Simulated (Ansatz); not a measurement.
## C2HClF2Ge, SMILES C#[C][Ge]([F])([F])[Cl]: a comparison of dispersion corrections

Computed with Ansatz 0.2.0 through its Python package.

`disp_c2hclf2ge.py`
```python
# -*- coding: utf-8 -*-
'''Dispersion corrections for C2HClF2Ge.'''

import ansatz


def main():
    geometry_ang = [
        ('C', [1.2048, -1.5883, 0.7402]),
        ('C', [0.4746, -0.6611, 0.2701]),
        ('Ge', [-0.6198, 0.7345, -0.461]),
        ('F', [-1.9608, 0.0593, -1.1709]),
        ('F', [0.3284, 1.5882, -1.6917]),
        ('Cl', [-1.1446, 2.1179, 1.1335]),
        ('H', [1.7785, -2.3184, 1.1341]),
    ]
    molecule = ansatz.Crystal.molecule()
    for symbol, xyz in geometry_ang:
        molecule = molecule.atom(symbol, xyz)

    calc = molecule.calculation().basis(gaussian='def2-SVP')
    for name in ['b3lyp', 'pbe0']:
        for correction in ('d3bj', 'd4'):
            rep = calc.functional(name, dispersion=correction).run(threads=1, pin='off').report
            print(f'{name:8s} {correction:5s} total {rep["free_energy_ev"]:.5f} eV, of which dispersion {1000 * rep["dispersion"]["energy"]["ev"]:.2f} meV')


if __name__ == '__main__':
    main()
```

```console
$ python disp_c2hclf2ge.py
b3lyp    d3bj  total -76550.52394 eV, of which dispersion -296.58 meV
b3lyp    d4    total -76550.53081 eV, of which dispersion -303.46 meV
pbe0     d3bj  total -76529.91561 eV, of which dispersion -144.63 meV
pbe0     d4    total -76529.93053 eV, of which dispersion -159.56 meV
```

Total energies depend on the basis set; only differences at equal settings carry meaning. The geometry is a force-field or estimated start, not a minimum of this method, and the basis set is short of its limit. D4 holds the three-body term, and d3bj doesn't. b3lyp holds the VWN-RPA fit, as in Gaussian; the form of ORCA and Turbomole is b3lyp5. Timing: 21 s on 1 thread of Arm Neoverse V1, on a shared host, peak memory 0.31 GiB.
